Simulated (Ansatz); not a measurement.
**CH4BrNOSi: one species, many methods**

An exercise on one series of results from a longer session: the logs are not shown, and one member is left open.

Method: functionals in def2-TZVPP, the program's frozen cores in correlated methods; program: Ansatz 0.2.0, Gaussian basis.

The runs, in order: PBE-D4, r2SCAN-D4, PBE0-D4, B3LYP-D4, ωB97X-V, ωB97M-V, B2PLYP; CCSD(T)/def2-TZVPP; MP2/def2-QZVPP; extrapolation to the limit.

### The relaxed structure

An earlier PBE0-D4 in a triple-zeta def2 set relaxation fixed the geometry.

SMILES `N[SiH](Br)C=O`, 9 atoms, charge 0, spin multiplicity 1.

Atoms are counted from 1 here; the program's logs count them from 0.

Bond lengths: N1–Si2 1.687 Å, N1–H6 1.005 Å, N1–H7 1.009 Å, Si2–Br3 2.241 Å, Si2–C4 1.920 Å, Si2–H8 1.479 Å, C4–O5 1.206 Å, C4–H9 1.114 Å. Angles: Si2–N1–H6 124.2°, Si2–N1–H7 118.2°, H6–N1–H7 113.1°, N1–Si2–Br3 117.3°, N1–Si2–C4 104.5°, N1–Si2–H8 112.2°, Br3–Si2–C4 103.2°, Br3–Si2–H8 104.7°, C4–Si2–H8 115.0°, Si2–C4–O5 119.9°, Si2–C4–H9 120.1°, O5–C4–H9 119.9°.

Set-up of the first run:

in.yaml

```yaml
crystal:
  periodic: [false, false, false]
  atoms:
    - {symbol: N, position_ang: [0.026050, -0.634012, -1.350059]}
    - {symbol: Si, position_ang: [0.345938, -0.490214, 0.299900]}
    - {symbol: Br, position_ang: [2.399668, 0.182661, 0.892044]}
    - {symbol: C, position_ang: [-0.775069, 0.955848, 0.881661]}
    - {symbol: O, position_ang: [-1.366231, 1.622986, 0.069880]}
    - {symbol: H, position_ang: [0.464158, -1.308261, -1.953402]}
    - {symbol: H, position_ang: [-0.311289, 0.179117, -1.842901]}
    - {symbol: H, position_ang: [0.145513, -1.765931, 1.021860]}
    - {symbol: H, position_ang: [-0.840140, 1.211406, 1.964019]}
basis:
  gaussian: {orbitals: def2-TZVPP}
hamiltonian: {xc: pbe, dispersion: d4}
output: {forces: true, orbitals: {seedname: orbitals}}
```

On the command line:

```bash
$ ansatz run in.yaml --threads 4 --pin off --events-out ev --progress --plain --max-ram 10444MiB
```

Steps of the session up to this table: PBE-D4 (GGA); r2SCAN-D4 (meta-GGA); PBE0-D4 (hybrid); B3LYP-D4 (hybrid); ωB97X-V (range-separated); ωB97M-V (range-separated); B2PLYP (double hybrid); CCSD(T) in def2-TZVPP; MP2 in def2-QZVPP.

One of the session's tables, all rows but one given; the rest of the session is left out.

```
            method  atomisation energy (kcal/mol)
            PBE-D4                          802.7
         r2SCAN-D4                          782.7
           PBE0-D4                              ?
          B3LYP-D4                          781.2
           ωB97X-V                          785.3
           ωB97M-V                          784.3
            B2PLYP                          772.1
     HF/def2-TZVPP                          534.1
    MP2/def2-TZVPP                          775.5
   CCSD/def2-TZVPP                          740.5
CCSD(T)/def2-TZVPP                          755.9
           MP2/CBS                          803.3
       CCSD(T)/CBS                          783.7
```

Estimate the missing values for PBE0-D4.

As computed: atomisation energy (kcal/mol): 781.0. In the column «atomisation energy (kcal/mol)» it lies between MP2/def2-TZVPP (775.5) and B3LYP-D4 (781.2).
